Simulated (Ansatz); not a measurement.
Crystal: CrCoN2.

```xyz
8
Lattice="2.7551 0.0000 0.0000 -1.3775 2.3860 0.0000 0.0000 0.0000 9.8795" Properties=species:S:1:pos:R:3 pbc="T T T"
Co   -0.0337   -0.0619    4.9287
Co   -0.0088   -0.0515   -0.0007
Cr    1.3663    0.7856    7.3907
Cr   -0.0042    1.6289    2.4732
N     1.3490    0.8093    3.7245
N     0.0021    1.5822    6.1412
N    -0.0225    1.5999    8.6398
N     1.3918    0.8577    1.2696
```

The cell comes from a database or a generator and needn't be the stable form of this composition.

The cell isn't the ideal one: atoms moved at random, drawn with an rms of 0.05 Å.

Below is the output of Ansatz 0.2.0 for this cell. Logs are shortened: lines on timing, memory, paths and dates and some standing lists are left out, and cuts for length are marked.

```text
Warning: RAYON_NUM_THREADS=4 ignored (pool sized by the plan → 4); use --threads N
Engine: ansatz 0.2.0, x86_64-unknown-linux-gnu
Pseudopotentials: kind: paw
Pseudopotential: Co, paw, valence charge 17, recommended cutoff 420 eV (normal), Co.paw.azcp
Pseudopotential: Cr, paw, valence charge 14, recommended cutoff 420 eV (normal), Cr.paw.azcp
Pseudopotential: N, paw, valence charge 5, recommended cutoff 420 eV (normal), N.paw.azcp
Functional definition: PBE
  parameter kappa = 0.804
  parameter beta = 0.06672455060314922
  exchange = pbe_x(kappa = kappa, mu = beta*pi^2/3)
  correlation = pbe_c(beta = beta)
Crystal: 8 atoms, lattice volume = 64.944 Å³
Basis set: ecut = 420 eV, 1275 PW (Γ), exchange–correlation on 40×40×144 points (8 copies of the dense FFT grid, shifted against one another)
Bands: 56, of which v1, the nominal top of the filled ones, is band 41 counted from 1 (40 counted from 0)
Symmetry: 1 space group operations
Space group: P1 (ITA 1), of the structure as read, at distance tolerance 4.0e-5 Å
Magnetic group: BNS 1.1 (UNI 1), of the structure as read, at distance tolerance 4.0e-5 Å
k-points: 182 of 363 (time reversal used)
Non-local potential: Co, projectors of the file, l = 0: 3, l = 1: 2, l = 2: 3, l = 3: 1
Non-local potential: Cr, projectors of the file, l = 0: 3, l = 1: 2, l = 2: 3, l = 3: 1
Non-local potential: N, projectors of the file, l = 0: 2, l = 1: 2, l = 2: 1
[... 60 lines left out ...]
  E_ewald      = -9937.544775
  E_smearing   = -0.048976  (= −TS)
  E_closure    = 0.000000  (closes the sum)
  Σ components = -18543.552831   (vs F -18543.552831, Δ=0.00e0)
--- Forces (eV/Å), atoms counted from 1 ---
  atom   1  Co     0.09498400     0.23340990     0.01611309
  atom   2  Co    -0.04082031     0.13437364    -0.17810917
  atom   3  Cr    -0.01593895    -0.04897973     0.10959813
  atom   4  Cr    -0.04501022    -0.20494244     0.34717927
  atom   5  N      0.15101516     0.01873273    -0.40786331
  atom   6  N     -0.15308410     0.02004867     0.54451074
  atom   7  N      0.11568335     0.01803171    -0.23212704
  atom   8  N     -0.10683024    -0.17066474    -0.19930124
  max |Σ_I F_I| component: 9.74e-6 eV/Å
--- Stress (GPa, compression-positive) ---
       -2.438125       0.183736       0.202730
        0.183736      -1.892351       0.347845
        0.202730       0.347845      -3.475869
  P = ⅓ Tr σ = -2.6021 GPa (-26.021 kbar)
--- Band table (eV; the first three rows and the last of 364) ---
  k-point 0 ↑: bands = ["-76.9300", "-76.8481", "-54.2841", "-54.2558", "-40.3249", "-40.2555", "-40.1867", "-40.1660", "-40.1009", "-40.0759", "-25.7012", "-25.6715", "-25.4690", "-25.4533", "-25.4410", "-25.4166", "0.0473", "1.0740", "1.1873", "2.6859", "9.0993", "11.7823", "12.1910", "13.3110", "13.3424", "13.8002", "13.8745", "14.4444", "14.4551", "15.4914", "15.5495", "15.7711", "16.3883", "16.4334", "16.5539", "16.7534", "16.7595", "17.1232", "17.1306", "17.4774", "17.5118", "17.5266", "18.1447", "18.2744", "19.6319", "19.7406", "19.8568", "19.9502", "21.1144", "21.1484", "21.1698", "21.2413", "24.3150", "25.0614", "27.0831", "27.6356"]
  k-point 1 ↑: bands = ["-76.9300", "-76.8481", "-54.2841", "-54.2558", "-40.3249", "-40.2555", "-40.1867", "-40.1660", "-40.1009", "-40.0759", "-25.7011", "-25.6715", "-25.4690", "-25.4533", "-25.4410", "-25.4166", "0.1700", "0.5639", "1.8101", "2.4236", "9.5134", "10.5733", "13.2895", "13.4044", "13.5566", "13.6683", "13.6962", "14.7186", "14.7400", "14.9393", "15.2193", "15.2491", "16.5960", "16.6227", "16.8417", "16.8655", "16.9147", "17.0541", "17.0869", "17.3398", "17.3527", "17.4609", "18.1738", "18.2679", "19.6721", "19.7876", "19.8677", "19.9664", "21.0826", "21.1140", "21.1724", "21.2461", "24.5156", "24.9014", "27.0960", "27.4595"]
  k-point 2 ↑: bands = ["-76.9293", "-76.8474", "-54.2800", "-54.2517", "-40.3238", "-40.2545", "-40.1934", "-40.1686", "-40.1068", "-40.0790", "-25.6955", "-25.6659", "-25.4835", "-25.4756", "-25.4706", "-25.4234", "0.2025", "1.1916", "1.3026", "2.7210", "9.2719", "11.7932", "12.2188", "13.1006", "13.4038", "13.6110", "13.8449", "14.0088", "14.4838", "14.9517", "15.1842", "15.8792", "15.9963", "16.2279", "16.5389", "16.8966", "17.0097", "17.0461", "17.1573", "17.4080", "17.6950", "18.1308", "18.2155", "18.4009", "19.6395", "19.7211", "19.7881", "19.9691", "20.9060", "20.9922", "21.0376", "21.2295", "24.7747", "25.5651", "27.4143", "28.1944"]
  k-point 181 ↓: bands = ["-76.9204", "-76.8386", "-54.2345", "-54.2066", "-40.3118", "-40.2648", "-40.2453", "-40.1978", "-40.1576", "-40.1245", "-25.8014", "-25.7499", "-25.6331", "-25.6048", "-25.5504", "-25.5314", "2.4061", "2.5279", "2.9988", "3.1304", "10.0982", "10.5171", "11.0650", "11.2976", "11.7215", "11.8723", "12.8371", "13.1056", "13.3241", "13.8233", "13.9227", "14.2592", "15.9502", "16.3992", "17.1051", "17.3355", "17.5793", "17.6672", "17.8865", "17.9720", "18.2725", "18.3933", "18.9761", "19.1911", "19.4941", "19.5888", "19.7192", "19.8296", "20.8193", "21.2275", "21.3825", "21.8888", "26.7127", "27.5975", "28.3135", "29.0565"]
```

Problem. What input gives this log?

Solution. Single point with PBE, collinear spin, ferromagnetic start. The files as run (others can give the same):

input.yaml
```yaml
crystal:
  lattice:
    - [2.7550963278, 0.0, 0.0]
    - [-1.3775481639, 2.3859834098, 0.0]
    - [0.0, 0.0, 9.879506]
  atoms:
    - { symbol: Co, position: [-0.025203, -0.025932, 0.498885], spin: 2.0 }
    - { symbol: Co, position: [-0.013967, -0.021568, -6.8e-05], spin: 2.0 }
    - { symbol: Cr, position: [0.660534, 0.329244, 0.748082], spin: 3.0 }
    - { symbol: Cr, position: [0.339828, 0.682677, 0.250336], spin: 3.0 }
    - { symbol: "N", position: [0.659222, 0.339174, 0.376993] }
    - { symbol: "N", position: [0.332334, 0.663117, 0.621613] }
    - { symbol: "N", position: [0.327122, 0.670552, 0.874515] }
    - { symbol: "N", position: [0.684919, 0.359489, 0.128506] }
hamiltonian:
  xc: pbe
  pseudopotentials: { kind: paw }
magnetization:
  spin_polarized: true
kpoints:
  mp_grid: { grid: [11, 11, 3] }
scf:
  occupations: { method: fermi_dirac, width: 0.05 }
output:
  forces: true
  stress: true
  eigenvalues: true
  write_density: true
  write_potential: true
  elf: true
  volumetric_format: npy
```

Potentials or basis: Ansatz PAW.
Command:
```console
$ ansatz run input.yaml --threads 4 --pin off --max-ram 10240MiB --backend cpu --events-out ev --progress --plain --runs-dir out
```

Caveat: the starting moments collapsed, and a magnetic state may lie lower; the pressure holds a Pulay correction of +0.7 GPa for the finite cutoff; the starting moments weren't kept.
